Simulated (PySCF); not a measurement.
# ZrNCl: relaxation and vibrations of the singlet

Aim: relax ZrNCl as a singlet from a hand-made linear geometry, check by its vibrations whether the end is a minimum, and collect its spectrum and constants.

Method: PBE0, basis Zr def2-TZVP with ECP28, N def2-TZVP, Cl def2-TZVP, scalar-relativistic core potentials, no spin–orbit coupling, density fitting; program: PySCF 2.14.0.

**1. Starting geometry**

3 atoms, charge 0, spin multiplicity 1.

Bond lengths: Zr1–N2 1.870 Å, Zr1–Cl3 2.530 Å. Angles: N2–Zr1–Cl3 180.0°.

Z-matrix (Å, degrees; charge 0 multiplicity 1):
```
Zr
N  1 1.8700
Cl 1 2.5300 2 180.00
```

**2. Relaxation: linear start, singlet**

One driver script runs all steps and calls PySCF; scf.py shows how it sets up the SCF of each step. The optimiser is the driver's own. Before each start the driver seeks the lowest SCF state from one or more starting densities and follows internal instabilities, so scf.py alone need not reach the same state.

The program finds C∞v symmetry in the start, which this walk keeps.

File scf.py:

```python
from pyscf import gto, scf, dft
mol = gto.M(atom='''
Zr     0.000000     0.000000    -0.448495
N      0.000000     0.000000    -2.318495
Cl     0.000000     0.000000     2.081505''',
    basis={'Zr': 'def2-TZVP', 'N': 'def2-TZVP', 'Cl': 'def2-TZVP'},
    ecp={'Zr': 'def2-TZVP'},
    charge=0, spin=0)
mf = dft.RKS(mol, xc='PBE0')
mf.grids.atom_grid = (50, 194)
aux = {'Zr': 'def2-universal-JKFIT', 'N': 'def2-universal-JKFIT', 'Cl': 'def2-universal-JKFIT'}
mf = mf.density_fit(auxbasis=aux)
mf.kernel()
```

The runs that follow: Hessian and properties; Following the imaginary mode; Frequencies.

Before running it: what results should come out? Wanted: minimum; geometry; wavenumbers; dipole moment; highest occupied, lowest empty level; polar-tensor charge of Zr1; zero-point energy; atomisation energy.

The runs gave:

| quantity | value |
| --- | --- |
| minimum | singlet, Cs |
| geometry | Zr–Cl 2.410 Å, Zr–N 1.689 Å; Cl–Zr–N 112.2° |
| wavenumbers (cm⁻¹) | 179 (a'), 367 (a'), 1058 (a') |
| dipole moment | 7.11 D |
| highest occupied, lowest empty level | -6.44, -2.86 eV |
| polar-tensor charge of Zr1 | +1.58 e |
| zero-point energy | 9.6 kJ/mol |
| entropy at 298.15 K | 290.6 J/(mol K) |
| atomisation energy (no zero-point energy) | 1023 kJ/mol |

What this shows: The linear start (C∞v) ends in a minimum of Cs symmetry, after a first stop at a second-order saddle point 69.5 kJ/mol higher, from which it was pushed off along an imaginary mode. In the infrared the band at 1058 cm⁻¹ (a', stretch) leads. With 7.1 D the molecule is strongly polar. Other starts or spin states, not run here, may lie lower.
